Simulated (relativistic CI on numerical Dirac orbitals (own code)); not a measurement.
# Rh: one ion under different settings

Aim: see what numerical and physical settings do to the SCF, the total energy and the lowest levels of Rh.

The numbers are computed with relativistic CI on numerical Dirac orbitals (own code) version 3 (Dirac-Coulomb-Breit CI, KLI orbitals optimised for each configuration, model QED (radiative potential, 1s self-energy scaled to tabulated hydrogen-like ionisation energies), numerical settings as typed), except any that are marked as measured or tabulated.

### 1 Starting point

- ion: Rh (Rh I)
- nuclear charge: 45
- electrons: 45
- isotope: A = 103

### 2 The usual input

Settings, as recorded:

```ini
atom Rh  Z=45  charge=0  electrons=45
nucleus A=103  rms_radius_fm=4.4945
hamiltonian dirac-coulomb  breit=on  qed=on  c_scale=1
orbitals kli  potential=per-configuration
slater_scale 1
correlation none
mixing on
grid step=0.0125 r_max=201.2
scf mixing=0.4 start=green max_iterations=150 tolerance=2e-08 node_fill=0.05
configurations
  [Kr] 4d8 5s
end
```

Command:

```console
python run_levels.py task.json out
```

One command runs all members of the session, one after another, from task.json.

### 3 Iteration limit 20, end of the grid 140.84

The settings differ from step 2 so:

```diff
@@ -7,4 +7,4 @@
 mixing on
-grid step=0.0125 r_max=201.2
-scf mixing=0.4 start=green max_iterations=150 tolerance=2e-08 node_fill=0.05
+grid step=0.0125 r_max=140.84
+scf mixing=0.4 start=green max_iterations=20 tolerance=2e-08 node_fill=0.05
 configurations
```

### 4 Grid step 0.02

The settings differ from step 3 so:

```diff
@@ -7,4 +7,4 @@
 mixing on
-grid step=0.0125 r_max=140.84
-scf mixing=0.4 start=green max_iterations=20 tolerance=2e-08 node_fill=0.05
+grid step=0.02 r_max=201.2
+scf mixing=0.4 start=green max_iterations=150 tolerance=2e-08 node_fill=0.05
 configurations
```

### 5 Node fill 0.5, iteration limit 30

The settings differ from step 4 so:

```diff
@@ -7,4 +7,4 @@
 mixing on
-grid step=0.02 r_max=201.2
-scf mixing=0.4 start=green max_iterations=150 tolerance=2e-08 node_fill=0.05
+grid step=0.0125 r_max=201.2
+scf mixing=0.4 start=green max_iterations=30 tolerance=2e-08 node_fill=0.5
 configurations
```

### 6 End of the grid 603.6

The settings differ from step 5 so:

```diff
@@ -7,4 +7,4 @@
 mixing on
-grid step=0.0125 r_max=201.2
-scf mixing=0.4 start=green max_iterations=30 tolerance=2e-08 node_fill=0.5
+grid step=0.0125 r_max=603.6
+scf mixing=0.4 start=green max_iterations=150 tolerance=2e-08 node_fill=0.05
 configurations
```

### 7 Nuclear radius 44.945

Settings, as recorded:

```ini
atom Rh  Z=45  charge=0  electrons=45
nucleus A=103  rms_radius_fm=44.9450
hamiltonian dirac-coulomb  breit=on  qed=on  c_scale=1
orbitals kli  potential=per-configuration
slater_scale 1
correlation none
mixing on
grid step=0.0125 r_max=201.2
scf mixing=0.4 start=green max_iterations=63 tolerance=2e-08 node_fill=0.05
configurations
  [Kr] 4d8 5s
end
```

### 8 Grid step 0.08

Settings, as recorded:

```ini
atom Rh  Z=45  charge=0  electrons=45
nucleus A=103  rms_radius_fm=4.4945
hamiltonian dirac-coulomb  breit=on  qed=on  c_scale=1
orbitals kli  potential=per-configuration
slater_scale 1
correlation none
mixing on
grid step=0.08 r_max=201.2
scf mixing=0.4 start=green max_iterations=74 tolerance=2e-08 node_fill=0.05
configurations
  [Kr] 4d8 5s
end
```

(Steps that only read results are left out.)

**Question.** What will these runs give? Wanted: lowest level, usual settings; total energy; first excitation.

**Answer**, as computed:

| setting | total energy less usual (Ha) | largest shift of a level among the lowest eight of both runs, same label and place (cm⁻¹) | SCF iterations | time | lowest level | kind of change |
| --- | --- | --- | --- | --- | --- | --- |
| usual | 0 | 0 | 12 | 0.087 s | 4d8 5s 4F9/2 | - |
| iteration limit 20, end of the grid 140.84 | 0 | 0 | 12 | 0.087 s | 4d8 5s 4F9/2 | numerical |
| grid step 0.02 | 0.000121 | 0 | 12 | 0.055 s | 4d8 5s 4F9/2 | numerical |
| node fill 0.5, iteration limit 30 | 0.0525 | 460 | 13 | 0.089 s | 4d8 5s 4F9/2 | numerical |
| end of the grid 603.6 | 0 | 0 | 12 | 0.089 s | 4d8 5s 4F9/2 | numerical |
| nuclear radius 44.945 | 6.01 | 48.9 | 12 | 0.086 s | 4d8 5s 4F9/2 | unsound |
| grid step 0.08 | 0.00107 | 1.31 | 12 | 0.022 s | 4d8 5s 4F9/2 | unsound |

| quantity | value |
| --- | --- |
| lowest level, usual settings | 4d8 5s 4F9/2 |
| total energy | -4777.5491 Ha |
| first excitation | 1563.6 cm⁻¹ |

**Reading.** Among the runs whose levels can be followed, they move most under «node fill 0.5, iteration limit 30» (numerical), by up to 460 cm⁻¹. No visible change in the result comes from «iteration limit 20, end of the grid 140.84» or «end of the grid 603.6». Only the listed configurations are in the model. In a near-neutral ion this small CI can misplace whole configurations by 10,000 cm⁻¹ or more.
